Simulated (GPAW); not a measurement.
# MgMn2O4 (P-3m1) in GPAW: band structure with PBEsol

Aim: the band structure of MgMn2O4 with PBEsol.

All numbers are computed with GPAW 26.7.0; they aren't measurements. Logs are shortened: lines on timing, memory, paths and dates and some standing lists are left out, and cuts for length are marked. The log counts tension as positive stress, the text compression.

### Step 1. The crystal as given

The structure is trigonal, space group P-3m1 (No. 164). Conventional cell: a = 3.062 Å, b = 3.062 Å, c = 10.036 Å, α = 90.00°, β = 90.00°, γ = 120.00°. Mn (site symmetry 3m) is surrounded by 3 O at 1.94 Å. Mg (site symmetry -3m) has 6 O at 2.16 Å as nearest neighbours. Around O (site symmetry 3m) lie 3 Mn at 1.94 Å. Around O (site symmetry 3m) lie 3 Mg at 2.16 Å and 3 Mn at 2.29 Å.

The cell comes from a database or a generator and needn't be the stable form of this composition.

### Step 2. Band structure, PBEsol, collinear spin, ferromagnetic start

Contents of run.py:

```python
from ase import Atoms
from ase.dft.bandgap import bandgap
from ase.io import write
from ase.units import GPa
from gpaw import GPAW, PW, setup_paths

setup_paths.insert(0, '.')

atoms = Atoms(['Mn', 'Mn', 'Mg', 'O', 'O', 'O', 'O'],
              cell=[[3.0616722138, 0.0, 0.0],
                    [-1.5308361069, 2.6514859152, 0.0],
                    [0.0, 0.0, 10.0356054111]],
              scaled_positions=[[0.0, 0.0, 0.26927387],
                                [0.0, 0.0, 0.73072613],
                                [0.0, 0.0, 0.0],
                                [0.3333333333, 0.6666666667, 0.34871786],
                                [0.3333333333, 0.6666666667, 0.87597777],
                                [0.6666666667, 0.3333333333, 0.65128214],
                                [0.6666666667, 0.3333333333, 0.12402223]],
              pbc=True)
atoms.set_initial_magnetic_moments([4.0, 4.0, 0.0, 0.0, 0.0, 0.0, 0.0])

calc = GPAW(mode=PW(800),
            xc='PBEsol',
            kpts={'size': (7, 7, 2), 'gamma': True},
            occupations={'name': 'fermi-dirac', 'width': 0.05},
            nbands=54,
            convergence={'density': 1e-05, 'energy': 1e-05},
            maxiter=150,
            txt='gpaw.txt')
atoms.calc = calc
energy = atoms.get_potential_energy()
forces = atoms.get_forces()
stress = atoms.get_stress()
calc.write('gs.gpw')
write('result.traj', atoms)
print(f'Energy: {energy:.6f} eV')
print('Forces (eV/A):')
print(forces.round(4))
print('Stress (GPa):', (stress / GPa).round(3))
print('Moments:', calc.get_magnetic_moments().round(3))
print('Fermi level:', round(calc.get_fermi_level(), 4), 'eV')
print(f'Gap: {bandgap(calc)[0]:.4f} eV, direct: {bandgap(calc, direct=True)[0]:.4f} eV')

path = atoms.cell.bandpath('GMKGALHA,LM,KH', npoints=60, eps=1e-4)
bs_calc = calc.fixed_density(kpts=path, symmetry='off', nbands=76,
                             convergence={'bands': 'CBM+6.0', 'eigenstates': 1e-6}, txt='bands.txt')
bs = bs_calc.band_structure()
bs.write('bs.json')
print(f'Gap on the path: {bandgap(bs_calc)[0]:.4f} eV')
```

Potentials or basis: PAW data sets generated in the run's folder for this functional, pw.

Command:

```
gpaw-setup -f PBEsol Mg Mn O
OMP_NUM_THREADS=1 python run.py
```

gpaw.txt:

```text
__  _  _
 | _ |_)|_||  |
 |__||  | ||/\| - 26.7.0

Input parameters:
  mode=PW(ecut=800.0),
  convergence={'density': 1e-05, 'energy': 1e-05},
  kpts=MonkhorstPack(size=(7, 7, 2), gamma=True),
  maxiter=150,
  nbands=54,
  occupations=Occupations(name='fermi-dirac', width=0.05),
  xc=XC(name='PBEsol')

Diagonalizing LCAO Hamiltonian
Converting LCAO to pw mode

         O

       Mn   O

         O

       Mn
            O

       Mg

Atoms  # Å, Bohr magnetons
|   | symbol |         x |        y |        z |    initial magnetic moments |
|---|--------|-----------|----------|----------|-----------------------------|
| 0 |     Mn |  0.000000 | 0.000000 | 2.702326 | ( 0.0000,  0.0000,  4.0000) |
| 1 |     Mn |  0.000000 | 0.000000 | 7.333279 | ( 0.0000,  0.0000,  4.0000) |
| 2 |     Mg |  0.000000 | 0.000000 | 0.000000 | ( 0.0000,  0.0000,  0.0000) |
| 3 |      O | -0.000000 | 1.767657 | 3.499595 | ( 0.0000,  0.0000,  0.0000) |
| 4 |      O | -0.000000 | 1.767657 | 8.790967 | ( 0.0000,  0.0000,  0.0000) |
| 5 |      O |  1.530836 | 0.883829 | 6.536011 | ( 0.0000,  0.0000,  0.0000) |
| 6 |      O |  1.530836 | 0.883829 | 1.244638 | ( 0.0000,  0.0000,  0.0000) |

Unit cell  # Å
| periodic |         x |        y |         z |   lengths |     angles |
|----------|-----------|----------|-----------|-----------|------------|
|      yes |  3.061672 | 0.000000 |  0.000000 |  3.061672 |  90.000000 |
|      yes | -1.530836 | 2.651486 |  0.000000 |  3.061672 |  90.000000 |
|      yes |  0.000000 | 0.000000 | 10.035605 | 10.035605 | 120.000000 |

Number of symmetries: 12
Symmetry operations  # r_c * U_cc + t_c -> r_c
|    | kind |            matrix            |
|----|------|------------------------------|
|  0 |  σ   |  1, 1, 0,  0,-1, 0,  0, 0, 1 |
|  1 |  S6  |  1, 1, 0, -1, 0, 0,  0, 0,-1 |
|  2 |  E   |  1, 0, 0,  0, 1, 0,  0, 0, 1 |
|  3 |  C2  |  1, 0, 0, -1,-1, 0,  0, 0,-1 |
|  4 |  C2  |  0, 1, 0,  1, 0, 0,  0, 0,-1 |
|  5 |  C3  |  0, 1, 0, -1,-1, 0,  0, 0, 1 |
|  6 |  S6  |  0,-1, 0,  1, 1, 0,  0, 0,-1 |
|  7 |  σ   |  0,-1, 0, -1, 0, 0,  0, 0, 1 |
|  8 |  σ   | -1, 0, 0,  1, 1, 0,  0, 0, 1 |
|  9 |  i   | -1, 0, 0,  0,-1, 0,  0, 0,-1 |
| 10 |  C3  | -1,-1, 0,  1, 0, 0,  0, 0, 1 |
| 11 |  C2  | -1,-1, 0,  0, 1, 0,  0, 0,-1 |

BZ-sampling:
  Number of BZ points: 98
  Number of IBZ points: 16

  Monkhorst-Pack size: [7, 7, 2]
  Monkhorst-Pack shift: [0.0, 0.0, 0.25]

K-points  # in reciprocal-cell coordinates
|     |                                coordinates |     weight |
|-----|--------------------------------------------|------------|
|   0 | (  0.00000000,   0.00000000,   0.00000000) | 0.01020408 |
|   1 | (  0.00000000,   0.00000000,   0.50000000) | 0.01020408 |
|   2 | (  0.14285714,   0.00000000,   0.00000000) | 0.06122449 |
|   3 | (  0.14285714,   0.00000000,   0.50000000) | 0.06122449 |
|   4 | (  0.28571429,  -0.14285714,   0.00000000) | 0.06122449 |
|   5 | (  0.28571429,  -0.14285714,   0.50000000) | 0.06122449 |
|   6 | (  0.28571429,   0.00000000,   0.00000000) | 0.06122449 |
|   7 | (  0.28571429,   0.00000000,   0.50000000) | 0.06122449 |
|   8 | (  0.42857143,  -0.14285714,   0.00000000) | 0.12244898 |
|   9 | (  0.42857143,  -0.14285714,   0.50000000) | 0.12244898 |
| ... |                                            |            |
|  15 | (  0.42857143,   0.42857143,   0.50000000) | 0.06122449 |

Plane wave coefficients: 4207
Cutoff: 800.0 eV

Spin-components: 2 (collinear spins)
Bands:           54
Projectors:      37
Spin-degeneracy: 1
Datatype:        complex128

Parallelization:
  kpt:    1
  domain: 1
  band:   1

Density:
  Valence electrons: 64.0
  Components: 2
  Grid points: [20 20 70]
  Charge: 0.0  # |e|

Potential:
  Grid points: [20 20 70]

species:
  Mn:
    name:    Manganese
    Z:       25.0
    valence: 15
    core:    10
    charge:  0.0  # [|e|]
    compensation charges:
      type: gauss
      rc: 0.38  # [Å]
      lmax: 2
    cutoffs:
      filter: 2.14  # [Å]
      core: 0.86  # [Å]
    projectors
    | kind |    occ | energy [eV] | rcut [Å] |
    |------|--------|-------------|----------|
    |   3s |  2.000 |     -85.624 |    1.275 |
    |   4s |  2.000 |      -5.124 |    1.275 |
    |   3p |  6.000 |     -54.486 |    1.281 |
    |   4p |  0.000 |      -1.348 |    1.281 |
    |   3d |  5.000 |      -6.794 |    1.138 |
    |    d |        |      20.417 |    1.138 |

    Using partial waves for Mn as LCAO basis

  Mg:
    name:    Magnesium
    Z:       12.0
    valence: 10
    core:    2
    charge:  0.0  # [|e|]
    compensation charges:
      type: gauss
      rc: 0.33  # [Å]
      lmax: 2
    cutoffs:
      filter: 1.86  # [Å]
      core: 0.54  # [Å]
    projectors
    | kind |    occ | energy [eV] | rcut [Å] |
    |------|--------|-------------|----------|
    |   2s |  2.000 |     -79.588 |    1.090 |
    |   3s |  2.000 |      -4.679 |    1.090 |
    |   2p |  6.000 |     -46.550 |    1.085 |
    |   3p |  0.000 |      -1.306 |    1.085 |
    |    d |        |       0.000 |    1.037 |

    Using partial waves for Mg as LCAO basis

  O:
    name:    Oxygen
    Z:       8.0
    valence: 6
    core:    2
    charge:  0.0  # [|e|]
    compensation charges:
      type: gauss
      rc: 0.21  # [Å]
      lmax: 2
    cutoffs:
      filter: 1.17  # [Å]
      core: 0.83  # [Å]
    projectors
    | kind |    occ | energy [eV] | rcut [Å] |
    |------|--------|-------------|----------|
    |   2s |  2.000 |     -23.808 |    0.688 |
    |   2p |  4.000 |      -8.972 |    0.598 |
    |    s |        |       3.404 |    0.688 |
    |    p |        |      18.239 |    0.598 |
    |    d |        |       0.000 |    0.619 |

    Using partial waves for O as LCAO basis

Reference energy: -76540.178435  # eV

eigensolver:
  PPCG
  Converge bands: occupied
  niter=2

density mixing:
  MSR1-Mixer
  Pratt-step length: 0.05
  Maximum mixing coefficient: 0.75
  Old densities: 10
  SVD Regularization: 0.005
  Good broyden scale: 1.0
  Trust region scale: 1.0
  Backstep threshold: 4.0
  History deletion threshold: 6.0
  Fourier metric: weight=20.0, sigma=0.015

occupation numbers:
  Fermi-Dirac:
    width: 0.0500  # eV

poisson solver:
  ecut: 6400.0  # eV

xc functional:
  name: PBEsol with 2 nearest neighbor stencil

convergence criteria:
- Maximum integral of absolute [dens]ity change: 1e-05 electrons / valence electron
- Maximum [total energy] change in last 3 cyles: 1e-05 eV / valence electron
- Maximum integral of absolute [eigenst]ate change: 4e-08 eV^2 / valence electron
maximum number of iterations: 150

SCF iterations
|iter     | |      energy | eigst |  dens |  magmom |
|---------|-|-------------|-------|-------|---------|
|iter:   1| |  -59.999445 | +0.46 |       |  +8.0071|
|iter:   2| |  -58.490321 | -1.36 | -0.95 |  +8.0067|
|iter:   3| |  -56.021389 | -1.01 | -1.01 |  +8.0042|
|iter:   4| |  -56.005560 | -2.26 | -1.38 |  +8.0029|
|iter:   5| |  -56.006993 | -2.28 | -1.56 |  +8.0017|
|iter:   6| |  -55.985461 | -2.60 | -1.77 |  +8.0010|
|iter:   7| |  -55.990488 | -3.33 | -1.99 |  +8.0001|
|iter:   8| |  -55.991166 | -4.70 | -2.75 |  +8.0000|
|iter:   9| |  -55.991353 | -4.94 | -3.05 |  +8.0000|
|iter:  10| |  -55.991361c| -6.34 | -3.69 |  +8.0000|
|iter:  11| |  -55.991360c| -7.22 | -4.05 |  +8.0000|
|iter:  12| |  -55.991360c| -7.60c| -4.61 |  +8.0000|
|iter:  13| |  -55.991360c| -8.14c| -5.15c|  +8.0000|

Converged in 13 steps
Energy contributions relative to reference atoms: (reference = -76540.178435)

Energy contributions:
  Kinetic:          39.099155
  Coulomb:         -40.803281
  Zero:              1.072812
  External:          0.000000
  Xc:              -55.346674
  Entropy:          -0.026744
  Spinorbit:         0.000000
  ----------------------------
  Free energy:     -56.004732
  Extrapolated:    -55.991360

dipole moment: (-9.118684, -15.794024, -14.399165)  # |e|*Ang

Total magnetic moment: (0.000000, 0.000000, 7.999999)

Local magnetic moments
|        x |        y |        z |
|----------|----------|----------|
| 0.000000 | 0.000000 | 3.615945 |  # Mn   0
| 0.000000 | 0.000000 | 3.615945 |  # Mn   1
| 0.000000 | 0.000000 | 0.010246 |  # Mg   2
| 0.000000 | 0.000000 | 0.039378 |  # O    3
| 0.000000 | 0.000000 | 0.081471 |  # O    4
| 0.000000 | 0.000000 | 0.039378 |  # O    5
| 0.000000 | 0.000000 | 0.081471 |  # O    6

Fermi level: 5.242
Eigenvalues  # (at kpt = [0.000, 0.000, 0.000])
| band index |      eig [eV] | occ [0-1] |      eig [eV] | occ [0-1] |
|------------|---------------|-----------|---------------|-----------|
|          0 |       -76.542 |     1.000 |       -72.450 |     1.000 |
|        ... |               |           |               |           |
|         23 |         1.981 |     1.000 |         2.554 |     1.000 |
|         24 |         2.114 |     1.000 |         2.554 |     1.000 |
|         25 |         2.114 |     1.000 |         2.730 |     1.000 |
|         26 |         2.184 |     1.000 |         2.811 |     1.000 |
|         27 |         2.184 |     1.000 |         2.811 |     1.000 |
|         28 |         2.609 |     1.000 |         6.092 |     0.000 |
[... 8 lines left out ...]
|         37 |         6.108 |     0.000 |         8.404 |     0.000 |
|         38 |         7.588 |     0.000 |         8.405 |     0.000 |
|        ... |               |           |               |           |
|         53 |        22.761 |     0.000 |        23.512 |     0.000 |

No gap
No difference between direct/indirect transitions

Forces  # eV/Ang
|        x |        y |        z |
|----------|----------|----------|
|  0.00000 |  0.00000 |  0.38140 |  # Mn   0
|  0.00000 |  0.00000 | -0.38140 |  # Mn   1
|  0.00000 |  0.00000 |  0.00000 |  # Mg   2
|  0.00000 |  0.00000 | -0.79675 |  # O    3
|  0.00000 | -0.00000 | -0.19759 |  # O    4
| -0.00000 |  0.00000 |  0.79675 |  # O    5
|  0.00000 |  0.00000 |  0.19759 |  # O    6

Stress tensor  # eV/Ang^3
|        x |        y |        z |
|----------|----------|----------|
| 0.062699 | 0.000000 | 0.000000 |
| 0.000000 | 0.062699 | 0.000000 |
| 0.000000 | 0.000000 | 0.038686 |

# Writing to gs.gpw (mode='')
```

It took 7.1 min on 1 thread of Arm Neoverse V2, shared host; peak memory 1.1 GiB.

Results:

* Free energy: -56.0047 eV
* Pressure: -8.8 GPa
* Largest force: 0.797 eV/Å
* Band gap along the path: none (metal or under the smearing width)
* Net moment: 8.00 μB per cell
* Site moments: Mn +3.62; Mg +0.01; O +0.04, +0.08 μB

Forces on the atoms (eV/Å):
```
Mn   0.000  0.000  0.381
Mn   0.000  0.000 -0.381
Mg   0.000  0.000  0.000
O    0.000  0.000 -0.797
O    0.000  0.000 -0.198
O    0.000  0.000  0.797
O    0.000  0.000  0.198
```

Levels at the corners of the path, in eV from the Fermi level:
Spin up:
| point | band 32 | band 33 | band 34 | band 35 | band 36 | band 37 | band 38 | band 39 | band 40 | band 41 |
| --- | --- | --- | --- | --- | --- | --- | --- | --- | --- | --- |
| Γ | -2.45 | -1.61 | -1.24 | 0.81 | 0.81 | 0.87 | 0.87 | 2.35 | 4.43 | 5.13 |
| M | -2.39 | -1.77 | -1.64 | -0.63 | -0.55 | 0.11 | 0.22 | 6.19 | 6.99 | 7.75 |
| K | -2.42 | -1.71 | -1.71 | -0.67 | -0.67 | -0.03 | -0.03 | 8.39 | 8.39 | 8.40 |
| Γ | -2.45 | -1.61 | -1.24 | 0.81 | 0.81 | 0.87 | 0.87 | 2.35 | 4.43 | 5.13 |
| A | -2.45 | -1.50 | -1.43 | 0.83 | 0.83 | 0.85 | 0.85 | 2.73 | 3.73 | 5.60 |
| L | -2.39 | -1.76 | -1.67 | -0.64 | -0.52 | 0.13 | 0.20 | 6.11 | 7.15 | 7.55 |
| H | -2.49 | -1.72 | -1.72 | -0.65 | -0.65 | -0.05 | -0.05 | 8.39 | 8.39 | 8.48 |
| A | -2.45 | -1.50 | -1.43 | 0.83 | 0.83 | 0.85 | 0.85 | 2.73 | 3.73 | 5.60 |
| L | -2.39 | -1.76 | -1.67 | -0.64 | -0.52 | 0.13 | 0.20 | 6.11 | 7.15 | 7.55 |
| M | -2.39 | -1.77 | -1.64 | -0.63 | -0.55 | 0.11 | 0.22 | 6.19 | 6.99 | 7.75 |
| K | -2.42 | -1.71 | -1.71 | -0.67 | -0.67 | -0.03 | -0.03 | 8.39 | 8.39 | 8.40 |
| H | -2.49 | -1.72 | -1.72 | -0.65 | -0.65 | -0.05 | -0.05 | 8.39 | 8.39 | 8.48 |
Spin down:
```
point  band 26  band 27  band 28  band 29  band 30  band 31
    Γ    -2.51    -2.43    -2.43     0.85     0.85     0.85
    M    -3.43    -3.42    -3.28     0.99     1.01     1.39
    K    -4.12    -3.13    -3.13     0.78     0.78     1.01
    Γ    -2.51    -2.43    -2.43     0.85     0.85     0.85
    A    -2.69    -2.43    -2.43     0.84     0.85     0.86
    L    -3.55    -3.40    -3.28     0.98     1.02     1.41
    H    -4.13    -3.14    -3.14     0.78     0.78     1.03
    A    -2.69    -2.43    -2.43     0.84     0.85     0.86
    L    -3.55    -3.40    -3.28     0.98     1.02     1.41
    M    -3.43    -3.42    -3.28     0.99     1.01     1.39
    K    -4.12    -3.13    -3.13     0.78     0.78     1.01
    H    -4.13    -3.14    -3.14     0.78     0.78     1.03
```

Caveat: semilocal functionals often make such compounds metallic where correlation or magnetic order opens a gap, which also shifts bond lengths; only a ferromagnetic start was run, and an antiferromagnetic order may lie lower in energy.
